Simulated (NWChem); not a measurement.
# TiO2 (SMILES [O]=[Ti]=[O]): levels of theory compared

Aim: a comparison of 6 runs (HF/STO-3G, HF/def2-SVP, B3LYP/6-31G*, PBE0/pcseg-2, CCSD/def2-SVPD) of TiO2. 

Program for the calculation: NWChem 7.3.0.

## 1. The structure to begin with

TiO2: 3 atoms, total charge 0, spin state singlet. As SMILES, `[O]=[Ti]=[O]`. The shape comes from GFN2-xTB, which is rough for such elements, and wasn't checked as a minimum.

Bond lengths: Ti1–O2 1.630 Å, Ti1–O3 1.630 Å. Angles: O2–Ti1–O3 113.6°.

## 2. Energy and forces at HF/STO-3G (run 1)

o2ti.xyz reads:

```xyz
3

Ti     0.004550    -0.005680    -0.594650
O      1.361390    -0.020020     0.307930
O     -1.365930     0.025690     0.286720
```

o2ti.nw reads:

```
start o2ti
memory 2200 mb
charge 0

geometry units angstrom noautosym nocenter noautoz
  load format xyz o2ti.xyz
end

basis spherical bse
  * library STO-3G
end

scf
  singlet
  rhf
  thresh 1e-08
  maxiter 80
  noprint "final vectors analysis"
end

task scf gradient
```

The run is started by

```bash
$ nwchem o2ti.nw > o2ti.out
```

The program printed:

```text
[...]
  functions       =    28
[...]
  wavefunction    = RHF
[...]
         Total SCF energy =   -987.453382795249
      One-electron energy =  -1608.924648336197
      Two-electron energy =    494.758648243014
 Nuclear repulsion energy =    126.712617297934
        Time for solution =      1.5s
[...]
                         RHF ENERGY GRADIENTS
    atom               coordinates                        gradient
                 x          y          z           x          y          z
   1 Ti      0.008598  -0.010734  -1.123726    0.000179  -0.000164  -0.017047
   2 O       2.572654  -0.037832   0.581903    0.000077   0.000079   0.008509
   3 O      -2.581233   0.048547   0.541822   -0.000256   0.000085   0.008538
[...]
```

Wall time 2.4 s (1 thread of Intel Xeon 6975P-C (Granite Rapids), shared host); peak memory 0.099 GiB.

## 3. Energy and gradient at HF/def2-SVP (run 2)

input.xyz reads:

```xyz
3

Ti     0.004550    -0.005680    -0.594650
O      1.361390    -0.020020     0.307930
O     -1.365930     0.025690     0.286720
```

run.py reads:

```python
from ase.io import read
from ase.calculators.nwchem import NWChem

molecule = read('input.xyz')

calc = NWChem(
    label='input',
    theory='scf',
    memory='2200 mb',
    basis='def2-SVP',
    basispar='spherical bse',
    scf={'nopen': '0', 'rhf': None, 'thresh': '1e-08', 'maxiter': '80'},
)
molecule.calc = calc

forces = molecule.get_forces()
print(f"energy = {molecule.get_potential_energy():.6f} eV")
print("forces (eV/A):")
for s, f in zip(molecule.symbols, forces):
    print(f"{s:2s} {f[0]:10.5f} {f[1]:10.5f} {f[2]:10.5f}")
print("dipole (e A):", molecule.get_dipole_moment().round(4))
```

The run is started by

```bash
$ export ASE_NWCHEM_COMMAND="nwchem PREFIX.nwi > PREFIX.nwo"
$ python run.py
```

The program printed:

```text
energy = -27153.178193 eV
forces (eV/A):
Ti   -0.02129    0.02473    2.59080
O    -1.40475    0.01136   -1.30591
O     1.42604   -0.03610   -1.28488
dipole (e A): [ 0.0126 -0.0156 -1.6387]
```

The calculator wrote input.nwi:

```
title "input"

permanent_dir input

scratch_dir input

start input

geometry units angstrom nocenter noautosym noautoz
  Ti 4.5500000000000002e-03 -5.6800000000000002e-03 -5.9465000000000001e-01
  O  1.3613900000000001e+00 -2.0020000000000000e-02 3.0792999999999998e-01
  O  -1.3659300000000001e+00 2.5690000000000001e-02 2.8671999999999997e-01
end

memory 2200 mb

basis spherical bse noprint
   * library def2-SVP
end

scf
  nopen 0
  rhf
  thresh 1e-08
  maxiter 80
end

task scf gradient
```

input.nwo:

```text
Northwest Computational Chemistry Package (NWChem) 7.3.0
             --------------------------------------------------------

           Job information
           ---------------

    nwchem branch   = 7.3.0
    use scalapack   = T
    input           = input.nwi
    prefix          = input.
    data base       = input/input.db
    status          = startup
    nproc           =        1

           Memory information
           ------------------

    heap     =     72089596 doubles =      550.0 Mbytes
    stack    =     72089601 doubles =      550.0 Mbytes
    global   =    144179200 doubles =     1100.0 Mbytes (distinct from heap & stack)
    total    =    288358397 doubles =     2200.0 Mbytes
    verify   = yes
    hardfail = no

[... 114 lines left out ...]
 Convergence threshold     :          1.000E-08
[... 14 lines left out ...]
       Final RHF  results
[... 3 lines left out ...]
      One-electron energy =  -1622.196545680406
[... 1 line left out ...]
 Nuclear repulsion energy =    126.712617297934
[... 37 lines left out ...]
                       ROHF Final Molecular Orbital Analysis
[... 206 lines left out ...]
                                       input

  wavefunction    =   RHF

                         RHF ENERGY GRADIENTS

    atom               coordinates                        gradient
                 x          y          z           x          y          z
   1 Ti      0.008598  -0.010734  -1.123726    0.000414  -0.000481  -0.050383
   2 O       2.572654  -0.037832   0.581903    0.027318  -0.000221   0.025396
   3 O      -2.581233   0.048547   0.541822   -0.027732   0.000702   0.024987

                 ----------------------------------------
                 |  Time  |  1-e(secs)   |  2-e(secs)   |
                 ----------------------------------------
                 |  CPU   |       0.00   |       0.96   |
                 ----------------------------------------
                 |  WALL  |       0.00   |       0.96   |
                 ----------------------------------------

 Task  times  cpu:       10.8s     wall:       10.8s
 Total times  cpu:       10.9s     wall:       10.9s
```

It took 12 s on 1 thread of Intel Xeon 6975P-C (Granite Rapids), shared host; peak memory 0.1 GiB.

Runs 3 to 5 aren't shown in full; the table further down has their settings and results.

## 4. The energy at CCSD/def2-SVPD (run 6)

run.py reads:

```python
from ase import Atoms
from ase.calculators.nwchem import NWChem

molecule = Atoms(['Ti', 'O', 'O'], positions=[
    [0.004550, -0.005680, -0.594650],
    [1.361390, -0.020020, 0.307930],
    [-1.365930, 0.025690, 0.286720],
])

calc = NWChem(
    label='m1',
    theory='ccsd',
    memory='2200 mb',
    basis='def2-SVPD',
    basispar='spherical bse',
    scf={'nopen': '0', 'rhf': None, 'thresh': '1e-08', 'maxiter': '80'},
    ccsd={'freeze': 'core 7', 'maxiter': '60'},
    task='energy',
)
molecule.calc = calc

e = molecule.get_potential_energy()
print(f"E = {e:.6f} eV")
```

The run is started by

```bash
$ export ASE_NWCHEM_COMMAND="nwchem PREFIX.nwi > PREFIX.nwo"
$ python run.py
```

The program printed:

```text
E = -27173.325238 eV
```

The calculator wrote m1.nwi:

```
title "m1"

permanent_dir m1

scratch_dir m1

start m1

geometry units angstrom nocenter noautosym noautoz
  Ti 4.5500000000000002e-03 -5.6800000000000002e-03 -5.9465000000000001e-01
  O  1.3613900000000001e+00 -2.0020000000000000e-02 3.0792999999999998e-01
  O  -1.3659300000000001e+00 2.5690000000000001e-02 2.8671999999999997e-01
end

memory 2200 mb

basis spherical bse noprint
   * library def2-SVPD
end

scf
  nopen 0
  rhf
  thresh 1e-08
  maxiter 80
end
ccsd
  freeze core 7
  maxiter 60
end

task ccsd energy
```

m1.nwo:

```text
Northwest Computational Chemistry Package (NWChem) 7.3.0
             --------------------------------------------------------

           Job information
           ---------------

    nwchem branch   = 7.3.0
    use scalapack   = T
    input           = m1.nwi
    prefix          = m1.
    data base       = m1/m1.db
    status          = startup
    nproc           =        1

           Memory information
           ------------------

    heap     =     72089596 doubles =      550.0 Mbytes
    stack    =     72089601 doubles =      550.0 Mbytes
    global   =    144179200 doubles =     1100.0 Mbytes (distinct from heap & stack)
    total    =    288358397 doubles =     2200.0 Mbytes
    verify   = yes
    hardfail = no

[... 112 lines left out ...]
         Quadratically convergent ROHF
[... 16 lines left out ...]
       Final RHF  results
[... 4 lines left out ...]
      Two-electron energy =    497.089724040826
[... 38 lines left out ...]
                       ROHF Final Molecular Orbital Analysis
[... 298 lines left out ...]
 Total MP2 energy:           -998.658710104390593
[... 21 lines left out ...]
  Failed reading restart vector from m1/m1.t2
[... 3 lines left out ...]
             energy      energy      error      ampl     ampl      Block
[... 6 lines left out ...]
                  *************converged*************
[... 6 lines left out ...]
 Total CCSD energy:           -998.601291880827489
[... 1 line left out ...]
 --------------------------------
 Spin Component Scaled (SCS) CCSD
 --------------------------------
 Same spin contribution:                 -0.190493062910150
 Same spin scaling factor:                1.130000000000000
 Opposite spin contribution:             -0.525991232702701
 Opposite spin scaling fact.:             1.270000000000000
 SCS-CCSD correlation energy:            -0.883266026620900
 Total SCS-CCSD energy:                -998.768073611835462

 routine      calls  cpu(0)   cpu-min  cpu-ave  cpu-max   i/o
 aoccsd          1     0.01     0.01     0.01     0.01    0.00
 iterdrv         1     0.03     0.03     0.03     0.03    0.00
 pampt          20     0.17     0.17     0.17     0.17    0.00
[... 9 lines of this table left out ...]
 Total                75.44    75.44    75.44    75.44    0.00

 Task  times  cpu:       92.4s     wall:       92.4s
 Total times  cpu:       92.4s     wall:       92.4s
```

It took 94 s on 1 thread of Intel Xeon 6975P-C (Granite Rapids), shared host; peak memory 0.19 GiB.

## 5. The series

```
run                               level  iteration cap  module  energy (Eh)  dipole moment (D)  largest force (eV/Å)  wall time
  1                           HF/STO-3G             80     scf  -987.453383               6.49                 0.877      2.4 s
  2                         HF/def2-SVP             80     scf  -997.860902               7.87                 2.591       12 s
  3  B3LYP/6-31G* (spherical functions)            100     dft  -999.892453               6.50                 0.396       66 s
  4  B3LYP/6-31G* (Cartesian functions)            100     dft  -999.900347               6.50                 0.614       34 s
  5                        PBE0/pcseg-2            100     dft  -999.663659               6.78                 0.208       59 s
  6                      CCSD/def2-SVPD             80    ccsd  -998.601292                  –                     –       94 s
```

## 6. Results

```
                                          quantity          value
                               run 6: total energy  -998.60129 Eh
        run 6: HOMO energy (Hartree–Fock orbitals)      -11.36 eV
        run 6: LUMO energy (Hartree–Fock orbitals)       -1.21 eV
      run 6: HOMO–LUMO gap (Hartree–Fock orbitals)       10.15 eV
run 6: correlation energy (7 core orbitals frozen)     -716.5 mEh
```

What this shows: Over runs 1, 2, 3, 4, 5 the dipole moment (its size) runs from 6.49 D (HF/STO-3G) to 7.87 D (HF/def2-SVP). Over runs 2, 3, 4, 5 the HOMO–LUMO gap runs from 3.49 eV (B3LYP/6-31G*) to 10.34 eV (HF/def2-SVP). The two ends differ in method and basis. Totals of different functionals can't be ranked against each other. In run 1 the basis is minimal, so the values are rough. All runs together took 4.5 min, the longest 94 s.
